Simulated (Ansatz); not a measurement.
# Tc₃Pt, space group P6_3/mmc: a scan of one input key

Computed with the Python package of Ansatz (0.2.0).

Notebook, run cell by cell (the value of a cell's last expression is shown):

```python
import warnings

import ansatz as az
from ase import Atoms
```

```python
XC = "PBEsol"
SMEARING = "fermi_dirac"
SMEARING_WIDTH = 0.15

warnings.simplefilter("ignore", az.DeckWarning)
```

```python
atoms = Atoms(
    ["Tc", "Tc", "Tc", "Tc", "Tc", "Tc", "Pt", "Pt"],
    scaled_positions=[
        [0.1575028, 0.3150056, 0.25],
        [0.6849944, 0.8424972, 0.25],
        [0.1575028, 0.8424972, 0.25],
        [0.8424972, 0.6849944, 0.75],
        [0.3150056, 0.1575028, 0.75],
        [0.8424972, 0.1575028, 0.75],
        [1 / 3, 2 / 3, 0.75],
        [2 / 3, 1 / 3, 0.25],
    ],
    cell=[
        [5.51387804, 0.0, 0.0],
        [-2.75693902, 4.77515846, 0.0],
        [0.0, 0.0, 4.37227574],
    ],
    pbc=True,
)
system = az.Crystal.from_ase(atoms)
```

```python
[site.symbol for site in system.resolved().sites]
```

    ['Tc', 'Tc', 'Tc', 'Tc', 'Tc', 'Tc', 'Pt', 'Pt']

```python
job = (
    system.calculation()
    .functional(XC)
    .kpoints(6)
    .occupations(SMEARING, width=SMEARING_WIDTH)
    .band_table()
)
typed = job.input()
rows = []
for value in [4, 6, 9]:
    edited = typed.set(az.key.basis.ecutrho_ratio, value)
    data = az.Session.from_dict(edited).plan().execute().report
    rows.append((value, data["free_energy_ev"], data["n_iterations"], len(data["eigenvalues_ev"][0]) if "eigenvalues_ev" in data else 0))
print(" density ratio            F eV      iterations    bands listed")
for row in rows:
    print(f"{str(row[0]):>14s}  {row[1]:14.5f}  {row[2]:14d}  {row[3]:14d}")
```

     density ratio            F eV      iterations    bands listed
                 4    -56796.17416               9              78
                 6    -56796.17415               9              78
                 9    -56796.17415               9              78

Reading the output:
- Total energies depend on the potentials; only differences at equal settings carry meaning. A total without «per atom» is that of the whole cell that was run.
- The run is spin-unpolarised.
- For a metal this k-point mesh is coarse: on a finer one energies can move by several to tens of meV an atom and pressures by half a GPa or more, differences at one mesh by less.
- A Fermi-Dirac width this large means warm electrons, whose thermal share enters the free energy.
- Spin-orbit coupling, which matters for elements this heavy, is left out.
- This cell is a computed structure, which may not be the phase found in nature.
- The whole script took 53 s on 1 thread of Arm Neoverse V2 (shared host), peak memory 0.71 GiB.
